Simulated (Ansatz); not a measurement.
# H₆O₄SiSn: up Jacob's ladder to CCSD(T)

The task here is to estimate one member of a computed series from the others.

Computed with Ansatz 0.2.0, Gaussian basis. Level: functionals in def2-TZVPP, the program's frozen cores in correlated methods.

Plan: LDA (SPW92), PBE-D4, revPBE-D4, BLYP-D4, r2SCAN-D4, B97M-V, PBE0-D4, B3LYP-D4, r2SCANh-D4, r2SCAN0-D4, HSE06-D4, BHLYP-D4, CAM-B3LYP-D4, LC-ωPBE, ωB97X-V, ωB97M-V, B2PLYP, PBE-QIDH; CCSD(T)/def2-SVP; MP2/def2-TZVPP; MP2/def2-QZVPP; RPA on PBE.

2 further runs of the same task are left out: 2 for a known fault of the program. Runs told in other sessions of the task aren't counted.

## The relaxed structure

All runs share one geometry, relaxed beforehand with PBE0-D4 in a triple-zeta def2 set. Sn takes the def2 core potential; no spin-orbit term is included.

SMILES `O[Si](O)(O)[O][SnH3]`, 12 atoms, charge 0, spin multiplicity 1.

Atoms are counted from 1 here; the program's logs count them from 0.

Bond lengths: O1–Si2 1.634 Å, O1–H7 0.958 Å, Si2–O3 1.640 Å, Si2–O4 1.637 Å, Si2–O5 1.611 Å, O3–H8 0.958 Å, O4–H9 0.958 Å, O5–Sn6 1.975 Å, Sn6–H10 1.703 Å, Sn6–H11 1.701 Å, Sn6–H12 1.702 Å. Angles: Si2–O1–H7 116.1°, O1–Si2–O3 106.3°, O1–Si2–O4 105.6°, O1–Si2–O5 115.7°, O3–Si2–O4 114.4°, O3–Si2–O5 105.4°, O4–Si2–O5 109.6°, Si2–O3–H8 116.9°, Si2–O4–H9 116.0°, Si2–O5–Sn6 128.6°, O5–Sn6–H10 102.9°, O5–Sn6–H11 107.8°, O5–Sn6–H12 106.6°, H10–Sn6–H11 112.8°, H10–Sn6–H12 112.5°, H11–Sn6–H12 113.4°.

Set-up of the first run:

Input file in.yaml:

```yaml
crystal:
  periodic: [false, false, false]
  atoms:
    - {symbol: O, position_ang: [-1.899602, -0.902369, -0.738154]}
    - {symbol: Si, position_ang: [-0.908449, -0.183710, 0.344376]}
    - {symbol: O, position_ang: [0.023632, -1.375557, 0.975851]}
    - {symbol: O, position_ang: [-1.894296, 0.549686, 1.426430]}
    - {symbol: O, position_ang: [0.125725, 0.893145, -0.261929]}
    - {symbol: Sn, position_ang: [1.987588, 0.612025, -0.857419]}
    - {symbol: H, position_ang: [-2.713572, -0.437755, -0.936492]}
    - {symbol: H, position_ang: [-0.409986, -2.206791, 1.172224]}
    - {symbol: H, position_ang: [-1.508520, 1.271783, 1.923743]}
    - {symbol: H, position_ang: [2.310879, 2.015443, -1.765638]}
    - {symbol: H, position_ang: [2.023830, -0.804769, -1.798679]}
    - {symbol: H, position_ang: [2.939770, 0.513668, 0.549486]}
basis:
  gaussian: {orbitals: def2-TZVPP}
hamiltonian: {xc: lda}
output: {orbitals: {seedname: orbitals}}
```

Started as:

```
$ ansatz run in.yaml --threads 4 --pin off --events-out ev --progress --plain --max-ram 11315MiB
```

Among the steps run: LDA; PBE-D4 (GGA); revPBE-D4 (GGA); BLYP-D4 (GGA); r2SCAN-D4 (meta-GGA); B97M-V (meta-GGA); B3LYP-D4 (hybrid); r2SCANh-D4 (hybrid); r2SCAN0-D4 (hybrid); HSE06-D4 (hybrid); BHLYP-D4 (hybrid); CAM-B3LYP-D4 (range-separated); LC-ωPBE (range-separated); ωB97X-V (range-separated); ωB97M-V (range-separated); B2PLYP (double hybrid); PBE-QIDH (double hybrid).

One table of the session follows, with a row left open; its other results are not shown here.

It belongs to the step «Orbital energies across the functionals». 

```
  functional  HOMO (eV)  gap (eV)
 LDA (SPW92)      -7.07      5.52
      PBE-D4      -6.90      5.59
   revPBE-D4      -6.84      5.63
     BLYP-D4      -6.80      5.55
   r2SCAN-D4      -7.28      6.37
      B97M-V      -7.40      6.23
     PBE0-D4      -8.50      7.98
    B3LYP-D4      -8.25      7.46
  r2SCANh-D4      -7.88      7.24
  r2SCAN0-D4      -8.75      8.49
    HSE06-D4      -8.09      7.21
    BHLYP-D4      -9.95     10.12
CAM-B3LYP-D4          ?         ?
     LC-ωPBE     -11.28     12.72
     ωB97X-V     -10.94     12.23
     ωB97M-V     -10.84     11.76
```

**Question.** Estimate the row for CAM-B3LYP-D4.

**Answer.** HOMO (eV): -9.93; gap (eV): 10.23. In the column «HOMO (eV)» it lies between BHLYP-D4 (-9.95) and r2SCAN0-D4 (-8.75).
